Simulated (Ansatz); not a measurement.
# Ba16O: the cost of one run

Method: DFT PBE, plane waves, PAW, scalar-relativistic, no spin polarisation, in Ansatz 0.2.0.

## 1. The system as given

The cell holds 17 atoms (Ba16O): a = 10.040 Å, b = 10.040 Å, c = 10.040 Å, α = 90.00°, β = 90.00°, γ = 90.00°.

Its coordinates follow in the input file.

## 2. End point A

input.yaml

```yaml
crystal:
  lattice:
    - [10.04, 0.0, 0.0]
    - [0.0, 10.04, 0.0]
    - [0.0, 0.0, 10.04]
  atoms:
    - { symbol: Ba, position: [0.0, 0.0, 0.0] }
    - { symbol: Ba, position: [0.5, 0.0, 0.0] }
    - { symbol: Ba, position: [0.0, 0.5, 0.0] }
    - { symbol: Ba, position: [0.0, 0.0, 0.5] }
    - { symbol: Ba, position: [0.25, 0.25, 0.25] }
    - { symbol: Ba, position: [0.5, 0.5, 0.0] }
    - { symbol: Ba, position: [0.5, 0.0, 0.5] }
    - { symbol: Ba, position: [0.75, 0.25, 0.25] }
    - { symbol: Ba, position: [0.0, 0.5, 0.5] }
    - { symbol: Ba, position: [0.25, 0.75, 0.25] }
    - { symbol: Ba, position: [0.25, 0.25, 0.75] }
    - { symbol: Ba, position: [0.5, 0.5, 0.5] }
    - { symbol: Ba, position: [0.75, 0.75, 0.25] }
    - { symbol: Ba, position: [0.75, 0.25, 0.75] }
    - { symbol: Ba, position: [0.25, 0.75, 0.75] }
    - { symbol: Ba, position: [0.75, 0.75, 0.75] }
    - { symbol: O, position: [0.4968248, 0.2570271, 0.6263776] }
basis:
  ecutwfc: 420.0
kpoints:
  mp_grid: { grid: [2, 2, 2] }
hamiltonian:
  xc: pbe
scf:
  occupations: { method: gaussian, width: 0.1 }
  lower_state_search: "off"
relax:
  f_tol: 0.03
  max_steps: 60
  adjacent_minimum: "off"
output:
  write_density: true
  write_potential: true
  elf: true
  volumetric_format: npy
```

Launch:

```bash
> ansatz run input.yaml --threads 4 --pin off --max-ram 10240MiB --backend cpu --events-out ev --progress --plain --runs-dir out
```

**Question.** How long does this run take on 4 threads of Arm Neoverse V1, shared host, and how much memory does it need?

About 89 s, with a peak of 2.8 GiB.
